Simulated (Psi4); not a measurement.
# CH3AlCl2S (SMILES C[S][Al]([Cl])[Cl]), step by step

Aim: a series of 10 runs (PBE-D4/def2-SVP, PBE0-D4/def2-TZVP, PBE-D4/def2-TZVPP, r2SCAN-D4/def2-TZVPP, B3LYP-D4/def2-TZVPP, PBE0-D4/def2-TZVPP, wB97M-V/def2-TZVPP, CCSD(T)/def2-TZVPP, and more) of CH3AlCl2S. Input form: a Python script.

The results are computed with Psi4 1.11.

## (1) Starting point

The species is CH3AlCl2S (8 atoms), meant as a singlet with charge 0. SMILES: `C[S][Al]([Cl])[Cl]`. The shape comes from GFN2-xTB, rattled, which is rough for such elements, and wasn't checked as a minimum. The run starts from this shape.

Bond lengths: C1–S2 1.908 Å, S2–Al3 2.208 Å, Al3–Cl4 1.980 Å, Al3–Cl5 2.021 Å, C1–H6 1.149 Å, C1–H7 1.043 Å, C1–H8 1.098 Å. Angles: C1–S2–Al3 104.5°, S2–Al3–Cl4 115.6°, S2–Al3–Cl5 117.2°, Cl4–Al3–Cl5 127.2°, S2–C1–H6 107.5°, S2–C1–H7 107.3°, S2–C1–H8 109.9°, H6–C1–H7 112.0°, H6–C1–H8 106.0°, H7–C1–H8 114.0°.

## (2) A geometry optimisation at PBE-D4/def2-SVP (density fitting) (run 1)

job.py

```python
import psi4

psi4.set_memory(4400000000)
psi4.set_num_threads(2)
psi4.set_output_file('ch3alcl2s.out', False)

molecule = psi4.geometry("""
0 1
C      0.758561    -0.438308     1.189508
S     -0.091079    -1.254254    -0.311022
Al    -0.938638     0.435575    -1.451449
Cl    -1.984665    -0.056383    -3.058952
Cl    -0.518479     2.298585    -0.790021
H      1.838300    -0.828594     1.229199
H      0.721492     0.593500     1.043423
H      0.280041    -0.775580     2.118246
units angstrom
symmetry c1
""")

options = {'basis': 'def2-SVP', 'reference': 'rks', 'scf_type': 'df', 'geom_maxiter': 60, 'max_force_g_convergence': 0.0005}
psi4.set_options(options)

energy_value, wavefunction = psi4.optimize("PBE-D4", return_wfn=True)
print('E =', round(energy_value, 9))
print(molecule.to_string(dtype='xyz', units='Angstrom'))
```

Started as:

```bash
python job.py
```

ch3alcl2s.out:

```text
[...]
  Running in c1 symmetry.
[...]
  Nuclear repulsion =  392.651079532440633
[...]
  Multiplicity = 1
[...]
  Nalpha       = 36
  Nbeta        = 36
[...]
    Number of basis functions: 101
[...]
   @DF-RKS iter   1: -1599.58108596850002   -3.25188e-02   6.88556e-03 ADIIS/DIIS
[...]
   @DF-RKS iter   8: -1599.86031526144643   -6.82121e-13   3.24607e-09 DIIS
[...]
  @DF-RKS Final Energy: -1599.86031526144643
   => Energetics <=
    Nuclear Repulsion Energy =            385.2199108771904434
    One-Electron Energy =               -2978.6593480731626187
    Two-Electron Energy =                1100.2622462419706153
    DFT Exchange-Correlation Energy =    -106.6742228133397816
    Empirical Dispersion Energy =          -0.0089014941050898
    VV10 Nonlocal Energy =                  0.0000000000000000
    Total Energy =                      -1599.8603152614464307
[...]
 Multipole Moments:
 ------------------------------------------------------------------------------------
     Multipole            Electronic (a.u.)      Nuclear  (a.u.)        Total (a.u.)
 ------------------------------------------------------------------------------------
 L = 1.  Multiply by 2.5417464519 to convert [e a0] to [Debye]
 Dipole X            :         -5.4208112            5.8308495            0.4100383
 Dipole Y            :          3.4157141           -3.4117551            0.0039590
 Dipole Z            :         -8.3830001            9.0332975            0.6502974
 Magnitude           :                                                    0.7687872
[...]
  -Total Gradient:
     Atom            X                  Y                   Z
    ------   -----------------  -----------------  -----------------
       1       -0.000034550577    -0.000107165012     0.000021634098
       2        0.000040632899    -0.000052744560    -0.000080803968
       3        0.000124154614     0.000150613733     0.000281125079
       4       -0.000050555812    -0.000098076258    -0.000100372333
       5        0.000008695509    -0.000092839937    -0.000017879796
       6        0.000033104364    -0.000058921870     0.000039434210
       7        0.000005267983     0.000104096353     0.000026487416
       8        0.000049461183     0.000007811735     0.000070941703
[...]
```

Standard output:

```text
Optimizer: Optimization complete!
E = -1599.860315261
8
0 1 AlCCl2H3S
C                     1.481597871561    -0.765590097405     2.299956823952
S                     0.612137389246    -1.602730773893     0.901087294271
Al                   -0.162658497694     0.065021391610    -0.249872052648
Cl                   -1.275500584686    -0.328594105597    -1.989360621101
Cl                    0.189343184461     2.059544333209     0.345443899946
H                     2.534540515367    -1.104583340626     2.301397968190
H                     1.450488048077     0.336442182269     2.210998671641
H                     0.995974928184    -1.071480886934     3.245601837471
```

Run time: 29 s. Hardware: 2 threads of Intel Xeon Platinum 8375C at 2.90GHz (Ice Lake), shared host; peak memory 0.69 GiB.

The path in brief:

| step | energy from the first frame kept (eV) | largest force (eV/Å) |
| --- | --- | --- |
| 0 | 0.0000 | 3.3846 |
| 1 | -0.3437 | 1.2196 |
| 2 | -0.3335 | 0.6090 |
| 3 | -0.4026 | 0.1825 |
| 4 | -0.4066 | 0.0512 |
| 5 | -0.4071 | 0.0246 |
| 6 | -0.4074 | 0.0176 |

After the run. Bond lengths: C1–S2 1.848 Å, S2–Al3 2.169 Å, Al3–Cl4 2.102 Å, Al3–Cl5 2.111 Å, C1–H6 1.106 Å, C1–H7 1.106 Å, C1–H8 1.106 Å. Angles: C1–S2–Al3 102.8°, S2–Al3–Cl4 119.0°, S2–Al3–Cl5 121.1°, Cl4–Al3–Cl5 119.9°, S2–C1–H6 108.1°, S2–C1–H7 112.2°, S2–C1–H8 108.4°, H6–C1–H7 109.4°, H6–C1–H8 109.4°, H7–C1–H8 109.4°.

## (3) A structure relaxation at PBE0-D4/def2-TZVP (density fitting) (run 2)

calc.py

```python
import psi4

psi4.set_memory(4400000000)
psi4.set_num_threads(2)
psi4.core.set_output_file('output.dat', False)

molecule = psi4.geometry("""
0 1
C      0.760302    -0.461380     1.153437
S     -0.109159    -1.298521    -0.245433
Al    -0.883955     0.369232    -1.396392
Cl    -1.996797    -0.024384    -3.135881
Cl    -0.531953     2.363754    -0.801076
H      1.813244    -0.800373     1.154878
H      0.729192     0.640652     1.064479
H      0.274679    -0.767271     2.099082
symmetry c1
""")

psi4.set_options({
    'reference': 'rks',
    'scf_type': 'df',
    'geom_maxiter': 50,
    'max_force_g_convergence': 0.0002,
})

energy_value = psi4.optimize("pbe0-d4/def2-TZVP")
print(f'pbe0-d4/def2-TZVP energy: {energy_value:.10f} Eh')
print(molecule.to_string(dtype='xyz', units='Angstrom'))
```

Started as:

```bash
python calc.py
```

output.dat:

```text
[...]
  Running in c1 symmetry.
[...]
  Nuclear repulsion =  385.219894376965101
[...]
  Multiplicity = 1
[...]
  Nalpha       = 36
  Nbeta        = 36
[...]
    Number of basis functions: 197
[...]
   @DF-RKS iter   1: -1600.37013067797443   -3.14284e-01   3.85691e-03 DIIS/ADIIS
[...]
   @DF-RKS iter   8: -1600.58909927111995   -5.45697e-12   5.96494e-09 DIIS
[...]
  @DF-RKS Final Energy: -1600.58909927111995
   => Energetics <=
    Nuclear Repulsion Energy =            389.3343456036024577
    One-Electron Energy =               -2988.1217016932591832
    Two-Electron Energy =                1078.9923559240291979
    DFT Exchange-Correlation Energy =     -80.7863184921973811
    Empirical Dispersion Energy =          -0.0077806132949676
    VV10 Nonlocal Energy =                  0.0000000000000000
    Total Energy =                      -1600.5890992711199488
[...]
 Multipole Moments:
 ------------------------------------------------------------------------------------
     Multipole            Electronic (a.u.)      Nuclear  (a.u.)        Total (a.u.)
 ------------------------------------------------------------------------------------
 L = 1.  Multiply by 2.5417464519 to convert [e a0] to [Debye]
 Dipole X            :         -5.3469270            5.7894872            0.4425602
 Dipole Y            :          3.4066409           -3.4091968           -0.0025559
 Dipole Z            :         -8.2667797            8.9648458            0.6980661
 Magnitude           :                                                    0.8265364
[...]
  -Total Gradient:
     Atom            X                  Y                   Z
    ------   -----------------  -----------------  -----------------
       1        0.000078633042     0.000102400907     0.000148095363
       2        0.000009337220    -0.000034682286    -0.000025701164
       3       -0.000066668215    -0.000067972351    -0.000055030265
       4        0.000038408856     0.000016438450     0.000042617867
       5        0.000041534031    -0.000009857825     0.000049342099
       6        0.000009549287    -0.000026673289     0.000002659754
       7        0.000007186274    -0.000028450668     0.000002667148
       8        0.000004768759    -0.000022385526     0.000010491786
[...]
```

On the terminal:

```text
Some dependencies such as QCElemental have not yet finished migration to pydantic v2. If issues are encountered please downgrade pydantic or upgrade QCElemental as appropriate
	Energy has increased in a minimization.
	Energy ratio indicates iffy step.
	Intrafrag trust radius decreased to   0.25.
	Previous geometry is closer to target in internal coordinates, so using that one.

	Best geometry has RMS(Delta(q)) = 4.15e-08

Optimizer: Optimization complete!
pbe0-d4/def2-TZVP energy: -1600.5890992711 Eh
8
0 1 AlCCl2H3S
C                     1.472367085328    -0.766391875581     2.284068554469
S                     0.607594465737    -1.582828736544     0.900344705689
Al                   -0.158926709587     0.064664199442    -0.245054271833
Cl                   -1.256174257516    -0.329679117693    -1.965705956947
Cl                    0.175466852697     2.043415756343     0.326049649442
H                     2.507701868331    -1.103093575250     2.280880931128
H                     1.444854613811     0.317943148455     2.199466528919
H                     0.993467363854    -1.069465258505     3.213580781766
```

Wall time 46 s (2 threads of Intel Xeon Platinum 8375C at 2.90GHz (Ice Lake), shared host); peak memory 1.2 GiB.

Steps, from the record of the run:

| step | energy from the first frame kept (eV) | largest force (eV/Å) |
| --- | --- | --- |
| 0 | 0.0000 | 0.5988 |
| 1 | -0.0341 | 0.1267 |
| 2 | -0.0349 | 0.0605 |
| 3 | -0.0331 | 0.1028 |
| 4 | -0.0356 | 0.0101 |

After the run. Bond lengths: C1–S2 1.825 Å, S2–Al3 2.148 Å, Al3–Cl4 2.078 Å, Al3–Cl5 2.086 Å, C1–H6 1.089 Å, C1–H7 1.088 Å, C1–H8 1.089 Å. Angles: C1–S2–Al3 103.3°, S2–Al3–Cl4 119.0°, S2–Al3–Cl5 121.6°, Cl4–Al3–Cl5 119.4°, S2–C1–H6 108.1°, S2–C1–H7 112.0°, S2–C1–H8 108.3°, H6–C1–H7 109.4°, H6–C1–H8 109.6°, H7–C1–H8 109.4°.

Runs 3 to 9 aren't shown in full; the table further down has their settings and results.

## (4) A single-point energy at MP2/def2-QZVPP (density fitting, density fitting for correlation) (run 10)

calc.py

```python
import psi4

psi4.set_memory(4400000000)
psi4.set_num_threads(2)
psi4.core.set_output_file('psi4.out', False)

m = psi4.geometry("""
C      0.751071    -0.462182     1.137548
S     -0.113702    -1.278619    -0.246175
Al    -0.880223     0.368874    -1.391574
Cl    -1.977471    -0.025469    -3.112226
Cl    -0.545829     2.347626    -0.820470
H      1.786406    -0.798884     1.134361
H      0.723558     0.622153     1.052946
H      0.272171    -0.765255     2.067061
symmetry c1
""")

options = {'basis': 'def2-QZVPP', 'reference': 'rhf', 'scf_type': 'df', 'num_frozen_docc': 21}
psi4.set_options(options)

e = psi4.energy("mp2", molecule=m)
print(f'mp2 energy: {e:.10f} Eh')
```

Started as:

```bash
python calc.py
```

psi4.out:

```text
[...]
  Running in c1 symmetry.
[...]
  Nuclear repulsion =  389.334309887220400
[...]
  Multiplicity = 1
[...]
  Nalpha       = 36
  Nbeta        = 36
[...]
    Number of basis functions: 427
[...]
   @DF-RHF iter   1: -1598.28769535442962   -6.39221e-01   1.05966e-03 DIIS/ADIIS
[...]
   @DF-RHF iter  11: -1598.36766315862633   -3.95630e-11   3.85787e-09 DIIS
[...]
    Orbital Energies [Eh]
    ---------------------
    Doubly Occupied:
       1A   -104.834902     2A   -104.830621     3A    -91.953904
       4A    -58.548473     5A    -11.270283     6A    -10.561778
       7A    -10.557440     8A     -8.957150     9A     -8.028453
      10A     -8.027688    11A     -8.027616    12A     -8.024124
      13A     -8.023339    14A     -8.023261    15A     -6.638554
      16A     -6.637916    17A     -6.637489    18A     -4.957328
      19A     -3.273436    20A     -3.272156    21A     -3.271430
      22A     -1.099102    23A     -1.084845    24A     -1.040864
      25A     -0.864160    26A     -0.621636    27A     -0.603335
      28A     -0.584986    29A     -0.533967    30A     -0.511415
      31A     -0.492931    32A     -0.485808    33A     -0.475052
      34A     -0.465495    35A     -0.426992    36A     -0.378871
[...]
  @DF-RHF Final Energy: -1598.36766315862633
   => Energetics <=
    Nuclear Repulsion Energy =            389.3343098872203996
    One-Electron Energy =               -2987.3503543928691215
    Two-Electron Energy =                 999.6483813470221094
    Total Energy =                      -1598.3676631586263284
[...]
 Multipole Moments:
 ------------------------------------------------------------------------------------
     Multipole            Electronic (a.u.)      Nuclear  (a.u.)        Total (a.u.)
 ------------------------------------------------------------------------------------
 L = 1.  Multiply by 2.5417464519 to convert [e a0] to [Debye]
 Dipole X            :         -5.3392797            5.7894873            0.4502075
 Dipole Y            :          3.4500097           -3.4091973            0.0408124
 Dipole Z            :         -8.2531277            8.9648450            0.7117173
 Magnitude           :                                                    0.8431453
[...]
```

Standard output:

```text
mp2 energy: -1599.2344348174 Eh
```

Wall time 12 s (2 threads of Intel Xeon Platinum 8375C at 2.90GHz (Ice Lake), shared host); peak memory 1.7 GiB.

## (5) All runs side by side

| run | level | geom maxiter | max force g convergence | energy (Eh) | dipole moment (D) | HOMO energy (eV) | LUMO energy (eV) | wall time |
| --- | --- | --- | --- | --- | --- | --- | --- | --- |
| 1 | PBE-D4/def2-SVP (density fitting) | 60 | 0.0005 | -1599.860315 | 1.95 | -6.28 | -1.69 | 29 s |
| 2 | PBE0-D4/def2-TZVP (density fitting) | 50 | 0.0002 | -1600.589099 | 2.10 | -7.59 | -0.88 | 46 s |
| 3 | PBE0-D4/def2-TZVP (density fitting) | – | – | -1600.589099 | 2.10 | – | – | 6.5 min |
| 4 | PBE-D4/def2-TZVPP (density fitting) | – | – | -1600.452906 | 2.06 | -6.40 | -1.71 | 15 s |
| 5 | r2SCAN-D4/def2-TZVPP (density fitting) | – | – | -1601.053216 | 2.13 | -6.66 | -1.30 | 47 s |
| 6 | B3LYP-D4/def2-TZVPP (density fitting) | – | – | -1601.269539 | 2.05 | -7.34 | -1.12 | 15 s |
| 7 | PBE0-D4/def2-TZVPP (density fitting) | – | – | -1600.590412 | 2.09 | -7.59 | -0.88 | 15 s |
| 8 | wB97M-V/def2-TZVPP (density fitting) | – | – | -1601.085617 | 2.00 | -9.81 | 0.82 | 51 s |
| 9 | CCSD(T)/def2-TZVPP (density fitting, density fitting for correlation) | – | – | -1599.215114 | – | -10.30 | 2.12 | 10 min |
| 10 | MP2/def2-QZVPP (density fitting, density fitting for correlation) | – | – | -1599.234435 | – | -10.31 | 1.70 | 12 s |

## (6) What came out

| quantity | value |
| --- | --- |
| run 10, MP2/def2-QZVPP: total energy | -1599.23443 Eh |
| run 10, MP2/def2-QZVPP: HOMO energy (Hartree–Fock orbitals) | -10.31 eV |
| run 10, MP2/def2-QZVPP: LUMO energy (Hartree–Fock orbitals) | 1.70 eV |
| run 10, MP2/def2-QZVPP: HOMO–LUMO gap (Hartree–Fock orbitals) | 12.01 eV |
| run 10, MP2/def2-QZVPP: correlation energy (21 core orbitals frozen) | -866.8 mEh |

What this shows: Over runs 3, 4, 5, 6, 7, 8 the dipole moment (its size) runs from 2.00 D (wB97M-V/def2-TZVPP) to 2.13 D (r2SCAN-D4/def2-TZVPP). Over runs 4, 5, 6, 7, 8 the HOMO–LUMO gap runs from 4.68 eV (PBE-D4/def2-TZVPP) to 10.63 eV (wB97M-V/def2-TZVPP). Totals of different functionals can't be ranked against each other. All runs together took 20 min, the longest 10 min.
